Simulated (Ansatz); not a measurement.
# Cd: one contact scaled

How do energy and force answer when the Cd1–Cd2 bond of Cd is squeezed or stretched? Methods of the runs shown: PAW. Its runs: shortest bond scaled by 1 (PAW); shortest bond scaled by 1.1 (PAW); shortest bond scaled by 0.88 (PAW); shortest bond scaled by 0.7 (PAW); shortest bond scaled by 0.64 (PAW and PAW (cutoff 600 eV)).

Computed with Ansatz 0.2.0 (DFT, LDA, PAW with Ansatz's default frozen-core files, scalar-relativistic, unless a step's input says otherwise).

1 further run of the same task is left out (it didn't finish). Runs told in other sessions of the task aren't counted.

### Step 1. The starting structure

Symmetry: Fd-3m, No. 227, cubic system. Conventional cell: a = 6.136 Å, b = 6.136 Å, c = 6.136 Å, α = 90.00°, β = 90.00°, γ = 90.00°. Cd (site symmetry -43m) has 4 Cd at 2.66 Å in its first shell of neighbours.

Coordinates:

```cif
data_structure
_symmetry_space_group_name_H-M 'P 1'
_symmetry_Int_Tables_number 1
_cell_length_a 4.3390
_cell_length_b 4.3390
_cell_length_c 4.3390
_cell_angle_alpha 60.000
_cell_angle_beta 60.000
_cell_angle_gamma 60.000
_cell_volume 57.77
loop_
_atom_site_label
_atom_site_type_symbol
_atom_site_fract_x
_atom_site_fract_y
_atom_site_fract_z
_atom_site_occupancy
Cd1 Cd 0.87500 0.87500 0.87500 1
Cd2 Cd 0.12500 0.12500 0.12500 1
```

Atoms are numbered in the order of the input: Cd1, Cd2.

### Step 2. Shortest bond scaled by 1, PAW

Contents of input.yaml:

```yaml
crystal:
  lattice:
    - [0.0, 3.0681618156, 3.0681618156]
    - [3.0681618156, 0.0, 3.0681618156]
    - [3.0681618156, 3.0681618156, 0.0]
  atoms:
    - { symbol: Cd, position: [-0.125, -0.125, -0.125] }
    - { symbol: Cd, position: [0.125, 0.125, 0.125] }
kpoints:
  mp_grid: { grid: [9, 9, 9] }
scf:
  occupations: { method: fermi_dirac, width: 0.05 }
hamiltonian:
  xc: lda
  pseudopotentials: { kind: paw }
output:
  forces: true
  stress: true
  eigenvalues: true
  populations: true
```

Run with:

```
$ ansatz run input.yaml --threads 1 --pin off --max-ram 2048MiB --backend cpu --events-out ev --progress --plain --runs-dir out
```

### Step 3. Shortest bond scaled by 1.1, PAW

Changes to input.yaml since step 2:

```diff
@@ -6,4 +6,4 @@
   atoms:
-    - { symbol: Cd, position: [-0.125, -0.125, -0.125] }
-    - { symbol: Cd, position: [0.125, 0.125, 0.125] }
+    - { symbol: Cd, position: [-0.0875, -0.1375, -0.1375] }
+    - { symbol: Cd, position: [0.0875, 0.1375, 0.1375] }
 kpoints:
```

### Step 4. Shortest bond scaled by 0.88, PAW

Changes to input.yaml since step 3:

```diff
@@ -6,4 +6,4 @@
   atoms:
-    - { symbol: Cd, position: [-0.0875, -0.1375, -0.1375] }
-    - { symbol: Cd, position: [0.0875, 0.1375, 0.1375] }
+    - { symbol: Cd, position: [-0.17, -0.11, -0.11] }
+    - { symbol: Cd, position: [0.17, 0.11, 0.11] }
 kpoints:
```

### Step 5. Shortest bond scaled by 0.7, PAW

Changes to input.yaml since step 4:

```diff
@@ -6,4 +6,4 @@
   atoms:
-    - { symbol: Cd, position: [-0.17, -0.11, -0.11] }
-    - { symbol: Cd, position: [0.17, 0.11, 0.11] }
+    - { symbol: Cd, position: [-0.2375, -0.0875, -0.0875] }
+    - { symbol: Cd, position: [0.2375, 0.0875, 0.0875] }
 kpoints:
@@ -20 +20,5 @@
   populations: true
+  write_density: true
+  write_potential: true
+  elf: true
+  volumetric_format: npy
```

### Step 6. Shortest bond scaled by 0.64, PAW

Changes to input.yaml since step 5:

```diff
@@ -6,4 +6,4 @@
   atoms:
-    - { symbol: Cd, position: [-0.2375, -0.0875, -0.0875] }
-    - { symbol: Cd, position: [0.2375, 0.0875, 0.0875] }
+    - { symbol: Cd, position: [-0.26, -0.08, -0.08] }
+    - { symbol: Cd, position: [0.26, 0.08, 0.08] }
 kpoints:
```

### Step 7. Shortest bond scaled by 0.64, PAW (cutoff 600 eV)

Changes to input.yaml since step 6:

```diff
@@ -19,6 +19,3 @@
   eigenvalues: true
-  populations: true
-  write_density: true
-  write_potential: true
-  elf: true
-  volumetric_format: npy
+basis:
+  ecutwfc: 600
```

(Steps that only read results are left out.)

Before running it: what results should come out?

**Answer**, as computed:

| quantity | value |
| --- | --- |
| force along the bond, positive apart, at 1.701 Å (PAW) | 55.74 eV/Å |
| force along the bond, positive apart, at 1.701 Å (PAW (cutoff 600 eV)) | 55.69 eV/Å |
| length at zero force (straight line) | 2.66 Å |

At 1.70 Å the force along the bond is 55.74 eV/Å by PAW, and the energy stands 12.67 eV over the given length. A straight line between 2.34 and 2.66 Å puts zero force near 2.66 Å, a rough figure over so wide a step. There symmetry makes it vanish whatever the lattice constant, so this is no computed equilibrium length. With two atoms in the cell whole sublattices move, so the other contacts between the two sublattices change too; at scales over 1 some of them become the shortest.
